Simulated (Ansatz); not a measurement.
**C₃H₁₁BSi: one species, many methods**

The task here is to estimate one member of a computed series from the others.

Computed with Ansatz 0.2.0, Gaussian basis. Level: functionals in def2-TZVPP, the program's frozen cores in correlated methods.

Plan: LDA (SPW92), PBE-D4, revPBE-D4, BLYP-D4, r2SCAN-D4, B97M-V, PBE0-D4, B3LYP-D4, r2SCANh-D4, r2SCAN0-D4, HSE06-D4, BHLYP-D4, CAM-B3LYP-D4, LC-ωPBE, ωB97X-V, ωB97M-V, B2PLYP, PBE-QIDH; CCSD(T)/def2-SVP; CCSD(T)/def2-TZVPP; MP2/def2-QZVPP; extrapolation to the limit; RPA on PBE.

## The relaxed structure

The geometry comes from an earlier relaxation with PBE0-D4 in a triple-zeta def2 set; it is a stationary point, not always the lowest conformer.

SMILES `CB(C)C[SiH3]`, 16 atoms, charge 0, spin multiplicity 1.

Atoms are counted from 1 here; the program's logs count them from 0.

Bond lengths: C1–B2 1.570 Å, C1–H6 1.099 Å, C1–H7 1.095 Å, C1–H8 1.092 Å, B2–C3 1.570 Å, B2–C4 1.557 Å, C3–H9 1.093 Å, C3–H10 1.093 Å, C3–H11 1.100 Å, C4–Si5 1.882 Å, C4–H12 1.095 Å, C4–H13 1.095 Å, Si5–H14 1.488 Å, Si5–H15 1.488 Å, Si5–H16 1.488 Å. Angles: B2–C1–H6 107.9°, B2–C1–H7 111.8°, B2–C1–H8 115.3°, H6–C1–H7 105.0°, H6–C1–H8 107.3°, H7–C1–H8 109.0°, C1–B2–C3 119.5°, C1–B2–C4 120.7°, C3–B2–C4 119.7°, B2–C3–H9 114.2°, B2–C3–H10 114.1°, B2–C3–H11 106.5°, H9–C3–H10 109.3°, H9–C3–H11 106.2°, H10–C3–H11 106.0°, B2–C4–Si5 108.7°, B2–C4–H12 113.4°, B2–C4–H13 113.7° and more.

Set-up of the first run:

in.yaml

```yaml
crystal:
  periodic: [false, false, false]
  atoms:
    - {symbol: C, position_ang: [-1.175714, 0.718227, 1.264315]}
    - {symbol: B, position_ang: [0.097159, 0.030544, 0.655753]}
    - {symbol: C, position_ang: [1.520779, 0.594198, 1.000631]}
    - {symbol: C, position_ang: [-0.040380, -1.175320, -0.320000]}
    - {symbol: Si, position_ang: [-0.337766, -0.515322, -2.057098]}
    - {symbol: H, position_ang: [-1.317558, 1.680600, 0.752644]}
    - {symbol: H, position_ang: [-1.032487, 0.976511, 2.318673]}
    - {symbol: H, position_ang: [-2.105174, 0.154595, 1.159635]}
    - {symbol: H, position_ang: [1.527629, 1.648600, 1.288001]}
    - {symbol: H, position_ang: [2.266961, 0.428633, 0.218990]}
    - {symbol: H, position_ang: [1.873234, 0.034795, 1.880021]}
    - {symbol: H, position_ang: [-0.902600, -1.814761, -0.103094]}
    - {symbol: H, position_ang: [0.862854, -1.790934, -0.388559]}
    - {symbol: H, position_ang: [0.777168, 0.375088, -2.480119]}
    - {symbol: H, position_ang: [-0.434847, -1.634773, -3.031972]}
    - {symbol: H, position_ang: [-1.602058, 0.266718, -2.113420]}
basis:
  gaussian: {orbitals: def2-TZVPP}
hamiltonian: {xc: lda}
output: {orbitals: {seedname: orbitals}}
```

Started as:

```bash
$ ansatz run in.yaml --threads 4 --pin off --events-out ev --progress --plain --max-ram 10444MiB
```

Steps of the session up to this table: LDA; PBE-D4 (GGA); revPBE-D4 (GGA); BLYP-D4 (GGA); r2SCAN-D4 (meta-GGA); B97M-V (meta-GGA); PBE0-D4 (hybrid); B3LYP-D4 (hybrid); r2SCANh-D4 (hybrid); r2SCAN0-D4 (hybrid); HSE06-D4 (hybrid); BHLYP-D4 (hybrid); CAM-B3LYP-D4 (range-separated); LC-ωPBE (range-separated); ωB97X-V (range-separated); ωB97M-V (range-separated); B2PLYP (double hybrid); PBE-QIDH (double hybrid).

One of the session's tables, all rows but one given; the rest of the session is left out.

It belongs to the step «Frontier levels by functional». 

```
  functional  HOMO (eV)  gap (eV)
 LDA (SPW92)      -7.19      5.58
      PBE-D4      -7.11      5.72
   revPBE-D4      -7.06      5.78
     BLYP-D4      -7.00      5.78
   r2SCAN-D4      -7.38      6.37
      B97M-V      -7.51      6.46
     PBE0-D4      -8.41      8.00
    B3LYP-D4      -8.21      7.60
  r2SCANh-D4      -7.86      7.18
  r2SCAN0-D4      -8.59      8.39
    HSE06-D4      -8.01      7.22
    BHLYP-D4          ?         ?
CAM-B3LYP-D4      -9.80     10.52
     LC-ωPBE     -11.15     13.02
     ωB97X-V     -10.80     12.57
     ωB97M-V     -10.66     12.19
```

**Question.** Estimate the row for BHLYP-D4.

Worked estimate for «HOMO (eV)». Against the share of exact exchange, BLYP-D4 (0, -7.00), B3LYP-D4 (0.2, -8.21) give a slope of -6.05 per unit share; at 0.5 the line stands at -10.03.

As computed: HOMO (eV): -9.65; gap (eV): 10.32. In «HOMO (eV)» the line misses by -0.38.
